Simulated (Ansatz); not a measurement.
**SnBH₄OF: basis-set convergence**

How large a basis does SnBH₄OF need? Two functionals are run in growing sets.

Program: Ansatz 0.2.0, Gaussian basis. Level of theory: one geometry, several basis sets. These are calculated values, not measurements.

Plan: PBE0-D4/def2-SVP; ωB97M-V/def2-SVP; PBE0-D4/def2-QZVPP; ωB97M-V/def2-QZVPP; the functionals' def2-TZVPP values are taken from earlier runs.

**1. The geometry**

All runs share one geometry, relaxed beforehand with PBE0-D4/def2-TZVP. Sn takes the def2 core potential; no spin-orbit term is included.

SMILES `O[BH][SnH2][F]`, 8 atoms, charge 0, spin multiplicity 1.

Atoms are counted from 1 here; the program's logs count them from 0.

Bond lengths: O1–B2 1.334 Å, O1–H5 0.975 Å, B2–Sn3 2.268 Å, B2–H6 1.194 Å, Sn3–F4 1.976 Å, Sn3–H7 1.707 Å, Sn3–H8 1.707 Å. Angles: B2–O1–H5 112.4°, O1–B2–Sn3 110.0°, O1–B2–H6 120.2°, Sn3–B2–H6 129.8°, B2–Sn3–F4 88.0°, B2–Sn3–H7 122.7°, B2–Sn3–H8 122.7°, F4–Sn3–H7 103.6°, F4–Sn3–H8 103.6°, H7–Sn3–H8 108.8°.

**2. PBE0-D4 in def2-SVP**

Input file in.yaml:

```yaml
crystal:
  periodic: [false, false, false]
  atoms:
    - {symbol: O, position_ang: [-0.703698, 1.605702, -0.657218]}
    - {symbol: B, position_ang: [-0.145979, 1.198409, 0.484099]}
    - {symbol: Sn, position_ang: [0.425061, -0.991377, 0.330544]}
    - {symbol: F, position_ang: [-0.289678, -0.977636, -1.511797]}
    - {symbol: H, position_ang: [-0.754472, 0.892769, -1.320519]}
    - {symbol: H, position_ang: [-0.014179, 1.960411, 1.393844]}
    - {symbol: H, position_ang: [2.038413, -1.512706, 0.130044]}
    - {symbol: H, position_ang: [-0.463268, -2.232772, 1.095204]}
basis:
  gaussian: {orbitals: def2-SVP}
hamiltonian: {xc: pbe0, dispersion: d4}
output: {orbitals: {seedname: orbitals}}
```

Launch:

```console
$ ansatz run in.yaml --threads 2 --pin off --events-out ev --progress --plain --max-ram 4352MiB
```

After this run come: ωB97M-V in def2-SVP; PBE0-D4 in def2-QZVPP; ωB97M-V in def2-QZVPP.

**Question.** What will the summary of the whole plan be? Wanted: PBE0-D4: double and triple zeta above quadruple; ωB97M-V: double and triple zeta above quadruple.

**Answer**, as computed:

| quantity | value |
| --- | --- |
| PBE0-D4: double and triple zeta above quadruple | 7.37, 0.38 eV |
| ωB97M-V: double and triple zeta above quadruple | 7.57, 0.37 eV |

What this shows: PBE0-D4 gains 6.99 eV from double to triple zeta, then 0.38 eV more. Total energies overstate the basis error of differences, where much of it tends to cancel. The LUMO of ωB97M-V is positive and keeps falling with the basis (0.82 to 0.28 eV): an unbound level that the basis holds in place.
